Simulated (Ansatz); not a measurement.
# CH₈SiSn: one species, many methods

One table from this session's results is given with a row withheld; the runs are named, their logs left out.

Program: Ansatz 0.2.0, Gaussian basis. Level of theory: functionals in def2-TZVPP, the program's frozen cores in correlated methods. These are calculated values, not measurements.

Plan: LDA (SPW92), PBE-D4, revPBE-D4, BLYP-D4, r2SCAN-D4, B97M-V, PBE0-D4, B3LYP-D4, r2SCANh-D4, r2SCAN0-D4, HSE06-D4, BHLYP-D4, CAM-B3LYP-D4, LC-ωPBE, ωB97X-V, ωB97M-V, B2PLYP, PBE-QIDH; CCSD(T)/def2-SVP; CCSD(T)/def2-TZVPP; MP2/def2-QZVPP; extrapolation to the limit; RPA on PBE.

## The relaxed structure

An earlier PBE0-D4 in a triple-zeta def2 set relaxation fixed the geometry. Sn takes the def2 core potential; no spin-orbit term is included.

SMILES `[SiH3][CH2][SnH3]`, 11 atoms, charge 0, spin multiplicity 1.

Atoms are counted from 1 here; the program's logs count them from 0.

Bond lengths: Si1–C2 1.864 Å, Si1–H4 1.489 Å, Si1–H5 1.489 Å, Si1–H6 1.489 Å, C2–Sn3 2.149 Å, C2–H7 1.093 Å, C2–H8 1.093 Å, Sn3–H9 1.708 Å, Sn3–H10 1.709 Å, Sn3–H11 1.708 Å. Angles: C2–Si1–H4 111.9°, C2–Si1–H5 110.1°, C2–Si1–H6 110.1°, H4–Si1–H5 108.2°, H4–Si1–H6 108.2°, H5–Si1–H6 108.1°, Si1–C2–Sn3 113.9°, Si1–C2–H7 110.2°, Si1–C2–H8 110.2°, Sn3–C2–H7 107.4°, Sn3–C2–H8 107.4°, H7–C2–H8 107.5°, C2–Sn3–H9 109.5°, C2–Sn3–H10 109.5°, C2–Sn3–H11 109.5°, H9–Sn3–H10 109.4°, H9–Sn3–H11 109.5°, H10–Sn3–H11 109.4°.

Coordinates:

```tsv
atom	x (Å)	y (Å)	z (Å)
Si1	-1.01432	1.21714	-0.51850
C2	-0.58525	-0.57324	-0.22714
Sn3	1.35519	-0.87088	0.64741
H4	-2.36585	1.37423	-1.12402
H5	-0.01926	1.83995	-1.43371
H6	-0.99121	1.96545	0.76804
H7	-1.31824	-1.03401	0.44049
H8	-0.60621	-1.12540	-1.17053
H9	1.42291	-0.08854	2.16371
H10	1.63707	-2.54282	0.85780
H11	2.55066	-0.21888	-0.38295
```

The first run:

The input, in.yaml:

```yaml
crystal:
  periodic: [false, false, false]
  atoms:
    - {symbol: Si, position_ang: [-1.014319, 1.217144, -0.518498]}
    - {symbol: C, position_ang: [-0.585248, -0.573243, -0.227136]}
    - {symbol: Sn, position_ang: [1.355195, -0.870884, 0.647405]}
    - {symbol: H, position_ang: [-2.365850, 1.374228, -1.124023]}
    - {symbol: H, position_ang: [-0.019260, 1.839949, -1.433706]}
    - {symbol: H, position_ang: [-0.991212, 1.965454, 0.768043]}
    - {symbol: H, position_ang: [-1.318237, -1.034014, 0.440488]}
    - {symbol: H, position_ang: [-0.606207, -1.125397, -1.170530]}
    - {symbol: H, position_ang: [1.422908, -0.088538, 2.163707]}
    - {symbol: H, position_ang: [1.637070, -2.542820, 0.857798]}
    - {symbol: H, position_ang: [2.550661, -0.218879, -0.382949]}
basis:
  gaussian: {orbitals: def2-TZVPP}
hamiltonian: {xc: lda}
output: {orbitals: {seedname: orbitals}}
```

The run is started by

```console
ansatz run in.yaml --threads 4 --pin off --events-out ev --progress --plain --max-ram 10444MiB
```

Steps of the session up to this table: LDA; PBE-D4 (GGA); revPBE-D4 (GGA); BLYP-D4 (GGA); r2SCAN-D4 (meta-GGA); B97M-V (meta-GGA); PBE0-D4 (hybrid); B3LYP-D4 (hybrid); r2SCANh-D4 (hybrid); r2SCAN0-D4 (hybrid); HSE06-D4 (hybrid); BHLYP-D4 (hybrid); CAM-B3LYP-D4 (range-separated); LC-ωPBE (range-separated); ωB97X-V (range-separated); ωB97M-V (range-separated); B2PLYP (double hybrid); PBE-QIDH (double hybrid).

One table of the session follows, with a row left open; its other results are not shown here.

It belongs to the step «Frontier levels by functional». 

```
  functional  HOMO (eV)  gap (eV)
 LDA (SPW92)      -7.21      6.21
      PBE-D4      -7.10      6.30
   revPBE-D4      -7.06      6.34
     BLYP-D4      -6.96      6.23
   r2SCAN-D4      -7.35      6.97
      B97M-V      -7.46      6.74
     PBE0-D4      -8.25      8.19
    B3LYP-D4          ?         ?
  r2SCANh-D4      -7.78      7.64
  r2SCAN0-D4      -8.42      8.64
    HSE06-D4      -7.85      7.44
    BHLYP-D4      -9.29      9.90
CAM-B3LYP-D4      -9.53     10.30
     LC-ωPBE     -10.87     12.73
     ωB97X-V     -10.52     12.22
     ωB97M-V     -10.37     11.69
```

**Question.** Estimate the row for B3LYP-D4.

Worked estimate for «HOMO (eV)». Against the share of exact exchange, BLYP-D4 (0, -6.96), BHLYP-D4 (0.5, -9.29) give a slope of -4.66 per unit share; at 0.2 the line stands at -7.89.

The run gave: HOMO (eV): -8.04; gap (eV): 7.75. In «HOMO (eV)» the line misses by +0.15.
